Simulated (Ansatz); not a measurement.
# Sc2TaO2: the cost of one run

Computed with Ansatz 0.2.0 (DFT PBE, scalar-relativistic, plane waves, PAW, unless a step's input says otherwise).

### Step 1. The structure to begin with

It takes space group P6mm (No. 183, hexagonal). Conventional cell: a = 4.743 Å, b = 4.743 Å, c = 4.476 Å, α = 90.00°, β = 90.00°, γ = 120.00°. Around Sc (site symmetry 3m) lie 1 O at 2.03 Å. Around Ta (site symmetry 6mm) lie 6 O at 2.76 Å. O (site symmetry 3m) has 2 Sc at 2.03 to 2.44 Å and 3 Ta at 2.76 Å as nearest neighbours.

Structure file:

```cif
data_structure
_symmetry_space_group_name_H-M 'P 1'
_symmetry_Int_Tables_number 1
_cell_length_a 4.7435
_cell_length_b 4.7435
_cell_length_c 4.4755
_cell_angle_alpha 90.000
_cell_angle_beta 90.000
_cell_angle_gamma 120.000
_cell_volume 87.21
loop_
_atom_site_label
_atom_site_type_symbol
_atom_site_fract_x
_atom_site_fract_y
_atom_site_fract_z
_atom_site_occupancy
Sc1 Sc 0.33333 0.66667 0.28208 1
Sc2 Sc 0.66667 0.33333 0.28208 1
Ta1 Ta 0.00000 0.00000 0.81212 1
O1 O 0.33333 0.66667 0.73579 1
O2 O 0.66667 0.33333 0.73579 1
```

Recipe of the guess: random cell by space group and Wyckoff sites (P6mm, No. 183). Lengths come from tabulated atomic sizes and are only a guess.

### Step 2. The guess as it stands, on a coarse mesh

input.yaml

```yaml
crystal:
  lattice:
    - [4.74345396, 0.0, 0.0]
    - [-2.37172698, 4.10795163, 0.0]
    - [0.0, 0.0, 4.47551106]
  atoms:
    - { symbol: Sc, position: [0.33333333, 0.66666667, 0.28207783] }
    - { symbol: Sc, position: [0.66666667, 0.33333333, 0.28207783] }
    - { symbol: Ta, position: [0.0, 0.0, 0.8121155] }
    - { symbol: O, position: [0.33333333, 0.66666667, 0.73579365] }
    - { symbol: O, position: [0.66666667, 0.33333333, 0.73579365] }
basis:
  ecutwfc: 420
kpoints:
  mp_grid: { grid: [6, 6, 4] }
hamiltonian:
  xc: pbe
scf:
  occupations: { method: gaussian, width: 0.1 }
  lower_state_search: "off"
output:
  forces: true
  stress: true
  eigenvalues: true
```

Run with:

```console
$ ansatz run input.yaml --threads 1 --pin off --max-ram 2560MiB --backend cpu --events-out ev --progress --plain --runs-dir out
```

**Question.** How long does this run take on 1 thread of Intel Xeon at 2.50GHz (Skylake/Cascade Lake), shared host, and how much memory does it need?

About 11 s, with a peak of 0.36 GiB.
